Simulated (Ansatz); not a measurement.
# CuO: the cost of one run

Method: DFT PBEsol, scalar-relativistic, plane waves, PAW, in Ansatz 0.2.0.

### 1 The starting structure

Symmetry: Cccm, No. 66, orthorhombic system. The conventional cell has a = 4.164 Å, b = 4.176 Å, c = 5.151 Å, α = 90.00°, β = 90.00°, γ = 90.00°. Cu (site symmetry 2/m) has 4 O at 1.96 Å as nearest neighbours. Around O (site symmetry 222) lie 4 Cu at 1.96 Å.

As a file:

```cif
data_structure
_symmetry_space_group_name_H-M 'P 1'
_symmetry_Int_Tables_number 1
_cell_length_a 2.9487
_cell_length_b 2.9487
_cell_length_c 5.1513
_cell_angle_alpha 90.000
_cell_angle_beta 90.000
_cell_angle_gamma 90.159
_cell_volume 44.79
loop_
_atom_site_label
_atom_site_type_symbol
_atom_site_fract_x
_atom_site_fract_y
_atom_site_fract_z
_atom_site_occupancy
Cu1 Cu 0.00000 0.50000 0.00000 1
Cu2 Cu 0.50000 0.00000 0.50000 1
O1 O 0.50000 0.50000 0.25000 1
O2 O 0.50000 0.50000 0.75000 1
```

It goes back to an entry of the Materials Project, which need not be the stable form.

It is the result of an earlier relaxation at this level (volume 11.20 Å³/atom; gap on the mesh: none (metal)).

### 2 The cell under PBEsol

input.yaml reads:

```yaml
crystal:
  lattice:
    - [2.082149689, -2.087942439, 0.0]
    - [2.082149689, 2.087942439, 0.0]
    - [0.0, 0.0, 5.1512621043]
  atoms:
    - { symbol: Cu, position: [0.0, 0.5, 0.0] }
    - { symbol: Cu, position: [0.5, 0.0, 0.5] }
    - { symbol: O, position: [0.5, 0.5, 0.25] }
    - { symbol: O, position: [0.5, 0.5, 0.75] }
basis:
  ecutwfc: 420
kpoints:
  mp_grid: { grid: [14, 14, 8] }
hamiltonian:
  xc: pbesol
scf:
  occupations: { method: gaussian, width: 0.1 }
output:
  forces: true
  stress: true
  eigenvalues: true
relax:
  adjacent_minimum: "off"
  f_tol: 0.005
  max_steps: 50
  cell: { stress_tol: 0.05 }
```

The run is started by

```bash
> ansatz run input.yaml --threads 1 --pin off --max-ram 2560MiB --backend cpu --events-out ev --progress --plain --runs-dir out
```

Q: Estimate wall time and peak memory on 1 thread of Arm Neoverse V1, shared host.

About 2.8 min, with a peak of 0.55 GiB.
